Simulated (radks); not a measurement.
**The first electron to leave Tc⁶⁺**

Tc⁶⁺ stands in [Kr] 4d1. From which sub-shell is an electron easiest to take? Each removal is a run of its own. The parent's configuration is the lowest that an earlier search found at this level.

Method: scalar-relativistic Kohn-Sham, r2SCAN, spin-polarised, spherical densities, finite nucleus; open shells are filled with parallel spins first. Code: radks (a radial shooting solver on a logarithmic mesh, Libxc functionals) version 1.

3 further runs of the same task are left out: 3 set aside as unsound or not needed.

## (1) The atom as given

| Property | Result |
| --- | --- |
| element | technetium (Z = 43) |
| charge | +6 |
| electrons | 37 |
| configuration | [Kr] 4d1 |
| nuclear rms radius | 4.4112 fm |

Outer shells as boxes (Hund's rule):

Tc⁶⁺
```
[Kr] core
4d [↑ ][  ][  ][  ][  ]
```

## (2) The parent, Tc⁶⁺

From an earlier run at this level the parent has E = -4278.012639 hartree and these outer levels (eV):

```
  level  occupation  energy (eV)
  3d up           5      -338.18
3d down           5      -337.94
  4s up           1      -156.11
4s down           1      -154.82
  4p up           3      -125.82
4p down           3      -124.42
  4d up           1      -80.448
4d down           0      -78.727
```

## (3) Remove 4d: [Kr]

The run's settings:

```text
Z 43
configuration [Kr]
relativity scalar-relativistic
functional r2scan,r2scan
spin polarised
nucleus finite rms 4.4112 fm
c 137.035999084
```

## (4) Remove 4p: [Ar] 3d10 4s2 4p5 4d1

Changes since step 3:

```diff
@@ -1,3 +1,3 @@
 Z 43
-configuration [Kr]
+configuration [Ar] 3d10 4s2 4p5 4d1
 relativity scalar-relativistic
```

## (5) Remove 4s: [Ar] 3d10 4s1 4p6 4d1

The run's settings:

```text
Z 43
configuration [Ar] 3d10 4s1 4p6 4d1
relativity scalar-relativistic
functional r2scan,r2scan
spin polarised
nucleus finite rms 4.4112 fm
c 137.035999084
```

## (6) Remove 3d: [Ar] 3d9 4s2 4p6 4d1

The run's settings:

```text
Z 43
configuration [Ar] 3d9 4s2 4p6 4d1
relativity scalar-relativistic
functional r2scan,r2scan
spin polarised
nucleus finite rms 4.4112 fm
c 137.035999084
```

**Question.** What will these runs give? Wanted: for each run, case; final configuration; Δ-SCF; −ε of the level emptied.

As calculated:

```csv
case,final configuration,Δ-SCF (eV),−ε of the level emptied (eV)
remove 4d,[Kr],88.361,80.448
remove 4p,[Ar] 3d10 4s2 4p5 4d1,133.52,124.42
remove 4s,[Ar] 3d10 4s1 4p6 4d1,164.44,154.82
remove 3d,[Ar] 3d9 4s2 4p6 4d1,358.89,337.94
```

**Reading.** The 4d electron leaves first, at 88.361 eV; the next cheapest, 4p, costs 133.52 eV. 4d is also the highest occupied level of the parent. NIST lists 88 eV (theoretical), between the same two configurations. Open shells are spherical and high-spin; term and fine-structure splittings are not resolved.
